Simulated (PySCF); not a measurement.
# dimethylethylborane (C4H11B): a tour of settings, part 1 of 2

Aim: see how dimethylethylborane (C4H11B) (`CCB(C)C`) answers to the choice of functional, basis, grid and SCF options, and what happens with inputs that are wrong on purpose.

Programs: PySCF 2.14.0, with density-fitted response routines of our own. Each step states its level of theory. These are calculated values for one molecule, in the gas phase or a continuum, unless marked as measured. Atoms count from 0, in the outputs and in this text.

**1. The molecule as given**

16 atoms, charge 0, multiplicity 1; geometry from: GFN2-xTB.

Bonds of the start (Å): C0–C1 1.53, C1–B2 1.58, B2–C3 1.58, B2–C4 1.58, C0–H5 1.09, C0–H6 1.09, C0–H7 1.09, C1–H8 1.10, C1–H9 1.09, C3–H10 1.09, C3–H11 1.09, C3–H12 1.09, C4–H13 1.09, C4–H14 1.09, C4–H15 1.09.

**2. NMR shieldings: BHandHLYP/6-311+G(2d,p) in chloroform**

What the job is given:

```
{"job": {"kind": "nmr", "xc": "BHandHLYP", "basis": "6-311+G(2d,p)", "solvent": "chloroform", "pop": true}, "charge": 0, "multiplicity": 1}
C      1.976514    -0.622159    -0.035222
C      0.979019     0.534424    -0.106826
B     -0.529393     0.219489     0.254065
C     -0.955001    -1.181966     0.836424
C     -1.621669     1.336514     0.028815
H      2.981426    -0.286938    -0.287169
H      1.698747    -1.409837    -0.731938
H      2.002301    -1.047452     0.965226
H      1.321496     1.327880     0.566889
H      1.031053     0.978439    -1.105802
H     -0.747317    -1.971996     0.115491
H     -0.372764    -1.434238     1.721332
H     -2.006913    -1.249496     1.102487
H     -2.387143     0.984237    -0.662119
H     -1.231415     2.273054    -0.362620
H     -2.146542     1.558990     0.957039
```

With the program's defaults for keys left out, this is: GIAO BHandHLYP/6-311+G(2d,p) NMR shielding, non-relativistic, IEF-PCM chloroform.

On the command line:

```
> OMP_NUM_THREADS=1 python probes_run.py task.json out
```

One launch serves the whole session: the jobs run in the order shown.

The log of the run:

```text
coarse grid: 12256 points
cycle   1  E = -183.8057614630  dE =  3.087e-01  |g| = 4.077e-01  |ddm| = 2.904e+00
cycle   2  E = -183.8301361428  dE = -2.437e-02  |g| = 2.968e-01  |ddm| = 5.841e-01
cycle   3  E = -183.8524692232  dE = -2.233e-02  |g| = 2.685e-02  |ddm| = 2.421e-01
cycle   4  E = -183.8526976054  dE = -2.284e-04  |g| = 6.159e-03  |ddm| = 3.795e-02
cycle   5  E = -183.8527066265  dE = -9.021e-06  |g| = 2.010e-03  |ddm| = 6.436e-03
final grid: 115136 points
cycle   6  E = -183.8489114949  dE = -2.954e-05  |g| = 4.389e-03  |ddm| = 3.414e-02
cycle   7  E = -183.8489130082  dE = -1.513e-06  |g| = 3.629e-03  |ddm| = 6.324e-03
cycle   8  E = -183.8489162239  dE = -3.216e-06  |g| = 1.512e-04  |ddm| = 2.568e-03
cycle   9  E = -183.8489162289  dE = -5.025e-09  |g| = 8.500e-05  |ddm| = 2.447e-04
cycle  10  E = -183.8489162308  dE = -1.827e-09  |g| = 1.297e-05  |ddm| = 6.631e-05
cycle  11  E = -183.8489162308  dE = -6.150e-11  |g| = 3.238e-06  |ddm| = 1.651e-05
converged SCF energy = -183.8489162308

GIAO shielding tensors (ppm)
atom      isotropic    diamagn.    paramagn.     s11        s22        s33       span
  0 C      177.593     241.873     -64.280    170.580    175.646    186.554     15.974
  1 C      163.069     242.285     -79.215    141.968    169.635    177.605     35.637
  2 B       17.988     187.160    -169.172    -34.766    -30.076    118.804    153.570
  3 C      178.756     247.060     -68.305    160.139    186.751    189.377     29.238
  4 C      174.864     246.523     -71.659    157.092    176.662    190.839     33.747
  5 H       31.076      29.854       1.222     26.196     29.215     37.818     11.622
  6 H       31.207      30.741       0.466     27.510     29.606     36.504      8.994
  7 H       31.035      30.745       0.290     27.036     30.040     36.029      8.994
  8 H       30.952      30.402       0.550     26.094     31.020     35.743      9.650
  9 H       30.704      30.865      -0.160     25.695     30.983     35.435      9.740
 10 H       31.545      30.884       0.661     26.963     31.282     36.389      9.425
 11 H       31.400      30.887       0.513     26.769     31.281     36.150      9.381
 12 H       31.368      31.135       0.233     27.614     30.499     35.990      8.375
 13 H       31.483      30.439       1.045     27.856     30.254     36.339      8.483
 14 H       31.452      31.343       0.108     27.623     30.972     35.760      8.137
 15 H       31.490      30.389       1.101     27.762     30.266     36.441      8.679
```

Wall time 20 s (1 thread of Arm Neoverse V1, shared host); peak memory 0.89 GiB.

No reference compound was run at this level, so shieldings alone are listed. Atoms listed in one row are averaged.

```
                       atoms                              environment  σ (ppm)
                          C1                      sp3 CH2 bonded to B    163.1
                      C3, C4                methyl carbon bonded to B    176.8
                          C0                            methyl carbon    177.6
                      H8, H9       hydrogen on an sp3 CH2 bonded to B    30.83
                  H5, H6, H7              hydrogen on a methyl carbon    31.11
H10, H11, H12, H13, H14, H15  hydrogen on a methyl carbon bonded to B    31.46
                          B2                      boron bonded to 3 C     18.0
```

Charges from the same density, by scheme (e):

```
 atoms    IAO  Hirshfeld  ESP fit
    C0  -0.40      -0.12    -0.32
    C1  -0.40      -0.15     0.05
    B2   0.40       0.24     0.70
C3, C4  -0.58      -0.20    -0.79
```

Mulliken charges and Mayer bond orders break down with diffuse functions, so they are left out here.

With diffuse functions Mulliken charges and Mayer bond orders lose their meaning; the other schemes are steadier.

**3. Indirect couplings: PBE0/STO-3G**

Settings changed since step 2:

```diff
@@ -1,2 +1,2 @@
-{"job": {"kind": "nmr", "xc": "BHandHLYP", "basis": "6-311+G(2d,p)", "solvent": "chloroform", "pop": true}, "charge": 0, "multiplicity": 1}
+{"job": {"kind": "j", "xc": "PBE0", "basis": "STO-3G", "scf": {"conv": 1e-11}}, "charge": 0, "multiplicity": 1}
 C      1.976514    -0.622159    -0.035222
```

With the program's defaults for keys left out, this is: PBE0/STO-3G indirect spin-spin coupling, non-relativistic, gas phase.

The log of the run:

```text
final grid: 115136 points
cycle   1  E = -181.4863929534  dE =  1.140e-01  |g| = 2.965e-01  |ddm| = 4.509e+00
cycle   2  E = -181.4999019516  dE = -1.351e-02  |g| = 2.154e-01  |ddm| = 6.755e-01
cycle   3  E = -181.5141083113  dE = -1.421e-02  |g| = 7.889e-03  |ddm| = 2.830e-01
cycle   4  E = -181.5141260666  dE = -1.776e-05  |g| = 3.307e-03  |ddm| = 1.636e-02
cycle   5  E = -181.5141301576  dE = -4.091e-06  |g| = 2.529e-04  |ddm| = 5.105e-03
cycle   6  E = -181.5141301745  dE = -1.690e-08  |g| = 1.010e-04  |ddm| = 4.407e-04
cycle   7  E = -181.5141301777  dE = -3.181e-09  |g| = 6.099e-06  |ddm| = 1.356e-04
cycle   8  E = -181.5141301777  dE = -1.245e-11  |g| = 2.565e-06  |ddm| = 1.211e-05
cycle   9  E = -181.5141301777  dE = -3.183e-12  |g| = 4.092e-07  |ddm| = 3.803e-06
converged SCF energy = -181.5141301777

Indirect spin-spin couplings (Hz)
  i      j    bonds     total        FC       PSO       DSO        SD
  0 C    1 C    1     26.407    26.780    -0.535     0.163         -
  0 C    2 B    2     -1.960    -1.888    -0.050    -0.004    -0.018
  0 C    3 C    3      1.225     1.206     0.004     0.015         -
  0 C    4 C    3      1.484     1.524     0.012    -0.052         -
  0 C    5 H    1    104.777   104.217    -0.112     0.672         -
  0 C    6 H    1    104.266   103.675    -0.117     0.708         -
  0 C    7 H    1    104.311   103.720    -0.122     0.713         -
  0 C    8 H    2     -4.936    -4.756     0.021    -0.201         -
  0 C    9 H    2     -4.384    -4.199     0.020    -0.205         -
  0 C   14 H    4     -0.318    -0.165     0.044    -0.197         -
  0 C   15 H    4     -0.255    -0.069     0.051    -0.237         -
  1 C    2 B    1     41.240    42.526    -1.863     0.229     0.348
  1 C    3 C    2      0.398     0.461    -0.064     0.001         -
  1 C    4 C    2      1.044     1.109    -0.070     0.005         -
  1 C    5 H    2     -4.658    -4.420    -0.004    -0.233         -
  1 C    6 H    2     -4.246    -4.070     0.020    -0.195         -
  1 C    7 H    2     -4.309    -4.130     0.017    -0.196         -
  1 C    8 H    1     94.497    93.641    -0.027     0.883         -
  1 C    9 H    1     97.926    97.110    -0.060     0.876         -
  1 C   10 H    3     -0.103    -0.040    -0.027    -0.035         -
  1 C   11 H    3      0.148     0.190    -0.034    -0.008         -
  1 C   12 H    3      3.560     3.837     0.064    -0.341         -
  1 C   13 H    3      0.708     0.892     0.044    -0.228         -
  1 C   14 H    3      1.846     1.778    -0.037     0.105         -
  1 C   15 H    3      0.952     1.141     0.046    -0.235         -
  2 B    3 C    1     41.682    42.973    -1.845     0.196     0.359
  2 B    4 C    1     41.085    42.355    -1.823     0.190     0.363
  2 B    5 H    3      4.750     5.132     0.086    -0.488     0.021
  2 B    6 H    3      0.895     1.003    -0.102     0.011    -0.017
  2 B    7 H    3      0.871     1.034    -0.152     0.008    -0.019
  2 B    8 H    2     -2.772    -2.725    -0.115    -0.064     0.133
  2 B    9 H    2     -3.527    -3.268    -0.236    -0.111     0.088
  2 B   10 H    2     -3.011    -2.832    -0.146    -0.157     0.124
  2 B   11 H    2     -3.352    -3.089    -0.194    -0.175     0.106
  2 B   12 H    2     -5.641    -4.968    -0.438    -0.262     0.027
  2 B   13 H    2     -3.143    -2.928    -0.149    -0.181     0.115
  2 B   14 H    2     -5.629    -4.955    -0.435    -0.269     0.029
  2 B   15 H    2     -3.346    -3.088    -0.172    -0.193     0.107
  3 C    4 C    2      0.748     0.827    -0.070    -0.009         -
  3 C    5 H    4     -0.216     0.015     0.065    -0.296         -
  3 C    8 H    3      0.055     0.240     0.045    -0.231         -
  3 C    9 H    3      0.973     1.207     0.056    -0.290         -
  3 C   10 H    1     95.253    94.525     0.041     0.687         -
  3 C   11 H    1     96.365    95.649     0.029     0.686         -
  3 C   12 H    1    102.822   102.196    -0.027     0.652         -
  3 C   13 H    3     -0.014     0.054    -0.027    -0.040         -
  3 C   14 H    3      3.942     4.252     0.060    -0.370         -
  3 C   15 H    3      0.098     0.166    -0.032    -0.037         -
  4 C    6 H    4     -0.316    -0.192     0.047    -0.171         -
  4 C    7 H    4     -0.335    -0.191     0.052    -0.197         -
  4 C    8 H    3     -0.266    -0.217    -0.027    -0.022         -
  4 C    9 H    3      0.360     0.382    -0.046     0.024         -
  4 C   10 H    3      0.532     0.743     0.043    -0.254         -
  4 C   11 H    3      0.988     1.221     0.048    -0.280         -
  4 C   12 H    3      1.832     1.825    -0.041     0.048         -
  4 C   13 H    1     95.449    94.756     0.043     0.651         -
  4 C   14 H    1    102.658   102.046    -0.028     0.639         -
  4 C   15 H    1     96.098    95.414     0.035     0.649         -
  5 H    6 H    2    -13.970   -11.948     0.573    -2.595         -
  5 H    7 H    2    -13.982   -11.961     0.569    -2.589         -
  5 H    8 H    3      2.500     2.951     0.014    -0.466         -
  5 H    9 H    3      2.109     2.548     0.011    -0.450         -
  5 H   10 H    5     -0.844    -0.032     0.207    -1.019         -
  5 H   11 H    5     -0.776    -0.009     0.194    -0.961         -
  5 H   12 H    5     -1.085     0.019     0.297    -1.400         -
  5 H   13 H    5     -0.668     0.102     0.221    -0.991         -
  5 H   14 H    5     -0.423     0.095     0.167    -0.685         -
  5 H   15 H    5     -0.731     0.054     0.226    -1.012         -
  6 H    7 H    2    -14.300   -12.352     0.533    -2.482         -
  6 H    8 H    3      9.120    11.373     0.577    -2.830         -
  6 H    9 H    3      1.449     1.966     0.054    -0.571         -
  6 H   10 H    5      1.294     0.006    -0.366     1.654         -
  6 H   12 H    5     -0.753     0.019     0.196    -0.968         -
  6 H   13 H    5     -0.373    -0.016     0.094    -0.451         -
  6 H   14 H    5     -0.557     0.031     0.177    -0.765         -
  6 H   15 H    5     -0.660     0.097     0.224    -0.981         -
  7 H    8 H    3      1.589     2.082     0.045    -0.537         -
  7 H    9 H    3      9.236    11.490     0.572    -2.826         -
  7 H   10 H    5      0.290     0.026    -0.142     0.406         -
  7 H   11 H    5      1.508    -0.014    -0.413     1.935         -
  7 H   12 H    5     -0.767    -0.014     0.194    -0.948         -
  7 H   13 H    5     -0.703     0.031     0.216    -0.950         -
  7 H   14 H    5     -0.655     0.024     0.206    -0.885         -
  7 H   15 H    5     -0.476     0.010     0.137    -0.624         -
  8 H    9 H    2    -18.358   -17.000     0.502    -1.860         -
  8 H   11 H    4      0.389     0.669     0.034    -0.315         -
  8 H   12 H    4     -0.955     0.085     0.264    -1.304         -
  8 H   14 H    4      0.236    -0.163    -0.185     0.584         -
  8 H   15 H    4      0.897     1.233     0.046    -0.382         -
  9 H   10 H    4      0.241     0.794     0.121    -0.675         -
  9 H   11 H    4     -0.715     0.453     0.323    -1.491         -
  9 H   12 H    4     -1.173    -0.052     0.288    -1.408         -
  9 H   13 H    4      0.205     0.551     0.048    -0.395         -
  9 H   14 H    4      0.555    -0.165    -0.280     1.000         -
  9 H   15 H    4     -0.219     0.816     0.274    -1.309         -
 10 H   11 H    2    -17.977   -16.275     0.579    -2.282         -
 10 H   12 H    2    -14.350   -12.423     0.619    -2.546         -
 10 H   13 H    4      0.534     0.871     0.040    -0.377         -
 10 H   14 H    4     -1.115     0.004     0.274    -1.393         -
 11 H   12 H    2    -13.705   -11.762     0.621    -2.564         -
 11 H   13 H    4     -0.368     0.770     0.297    -1.434         -
 11 H   14 H    4     -0.841     0.287     0.276    -1.404         -
 11 H   15 H    4      0.174     0.649     0.081    -0.556         -
 12 H   13 H    4      0.238    -0.100    -0.169     0.506         -
 12 H   14 H    4     -1.585    -0.427     0.278    -1.436         -
 12 H   15 H    4      0.216    -0.246    -0.204     0.666         -
 13 H   14 H    2    -14.175   -12.200     0.638    -2.612         -
 13 H   15 H    2    -18.087   -16.286     0.623    -2.423         -
 14 H   15 H    2    -13.867   -11.881     0.638    -2.624         -
```

Run time: 3.2 s. Hardware: 1 thread of Arm Neoverse V1, shared host.

This basis has no tight s functions, so the Fermi-contact terms are rough.

Couplings of 1 Hz or more, nine at most for each number of bonds, with means over like pairs (isotopes 11B, 13C, 1H):

```
   pair  bonds  J (Hz)  Fermi contact (Hz)
  C0–H5      1   104.5               103.9
 C3–H10      1    98.1                97.4
  C1–H8      1    96.2                95.4
  B2–C3      1    41.4                42.7
  C1–B2      1    41.2                42.5
  C0–C1      1    26.4                26.8
  H8–H9      2   -18.4               -17.0
H10–H11      2   -15.4               -13.5
  H5–H6      2   -14.1               -12.1
  C0–H8      2    -4.7                -4.5
  C1–H5      2    -4.4                -4.2
 B2–H10      2    -4.0                -3.6
  B2–H8      2    -3.1                -3.0
  C0–B2      2    -2.0                -1.9
  H5–H8      3     4.3                 5.4
  B2–H5      3     2.2                 2.4
  C0–C3      3     1.4                 1.4
 C3–H13      3     1.2                 1.4
 C1–H10      3     1.2                 1.3
```

The spin-dipole term was solved for some atoms only; pairs without it lack that part.

Quadrupole couplings from the field gradients of the same density:

```
atom  isotope  eQq/h (MHz)     η
  B2      11B        4.525  0.01
```

**4. Shielding tensors: X3LYP/3-21G in chloroform**

Settings changed since step 3:

```diff
@@ -1,2 +1,2 @@
-{"job": {"kind": "j", "xc": "PBE0", "basis": "STO-3G", "scf": {"conv": 1e-11}}, "charge": 0, "multiplicity": 1}
+{"job": {"kind": "nmr", "xc": "X3LYP", "basis": "3-21G", "solvent": "chloroform", "pop": true}, "charge": 0, "multiplicity": 1}
 C      1.976514    -0.622159    -0.035222
```

Level: GIAO X3LYP/3-21G NMR shielding, non-relativistic, IEF-PCM chloroform.

The log of the run:

```text
coarse grid: 12256 points
cycle   1  E = -182.7414421027  dE =  5.629e-02  |g| = 5.072e-01  |ddm| = 3.342e+00
cycle   2  E = -182.7370495549  dE =  4.393e-03  |g| = 5.197e-01  |ddm| = 1.057e+00
cycle   3  E = -182.8082322499  dE = -7.118e-02  |g| = 1.104e-02  |ddm| = 5.358e-01
cycle   4  E = -182.8082533732  dE = -2.112e-05  |g| = 7.118e-03  |ddm| = 2.152e-02
cycle   5  E = -182.8082670886  dE = -1.372e-05  |g| = 9.417e-04  |ddm| = 8.644e-03
cycle   6  E = -182.8082673066  dE = -2.180e-07  |g| = 2.476e-04  |ddm| = 1.252e-03
final grid: 115136 points
cycle   7  E = -182.8163589723  dE = -1.014e-05  |g| = 4.601e-03  |ddm| = 1.481e-02
cycle   8  E = -182.8163587783  dE =  1.941e-07  |g| = 4.747e-03  |ddm| = 8.469e-03
cycle   9  E = -182.8163644606  dE = -5.682e-06  |g| = 1.878e-04  |ddm| = 4.257e-03
cycle  10  E = -182.8163644719  dE = -1.133e-08  |g| = 2.936e-05  |ddm| = 2.677e-04
cycle  11  E = -182.8163644722  dE = -2.762e-10  |g| = 7.722e-06  |ddm| = 4.125e-05
converged SCF energy = -182.8163644722

GIAO shielding tensors (ppm)
atom      isotropic    diamagn.    paramagn.     s11        s22        s33       span
  0 C      192.488     245.057     -52.570    185.949    189.563    201.951     16.001
  1 C      179.970     244.708     -64.738    161.068    186.259    192.584     31.516
  2 B       44.800     179.562    -134.762     -2.965      1.390    135.974    138.939
  3 C      192.524     250.893     -58.370    175.721    198.983    202.867     27.146
  4 C      189.545     250.967     -61.422    173.492    193.010    202.132     28.640
  5 H       32.031      31.050       0.980     27.088     30.067     38.937     11.848
  6 H       32.106      30.253       1.853     28.263     30.556     37.500      9.237
  7 H       31.942      30.582       1.359     27.779     31.016     37.030      9.252
  8 H       31.797      31.201       0.596     26.897     31.666     36.829      9.932
  9 H       31.559      31.274       0.285     26.536     31.744     36.398      9.862
 10 H       32.259      30.937       1.322     27.951     31.774     37.052      9.101
 11 H       32.120      31.112       1.008     27.783     31.764     36.814      9.031
 12 H       32.192      31.584       0.609     28.710     30.968     36.899      8.189
 13 H       32.226      30.734       1.492     28.875     30.661     37.141      8.266
 14 H       32.285      31.468       0.817     28.721     31.439     36.696      7.976
 15 H       32.231      30.789       1.442     28.807     30.653     37.232      8.425
```

It took 5.3 s on 1 thread of Arm Neoverse V1, shared host.

This run: σ C1 180.0, C3 191.0, C0 192.5, B2 44.8, H8 31.68, H5 32.03 ppm (means over like atoms).

(Continued in part 2 of 2.)
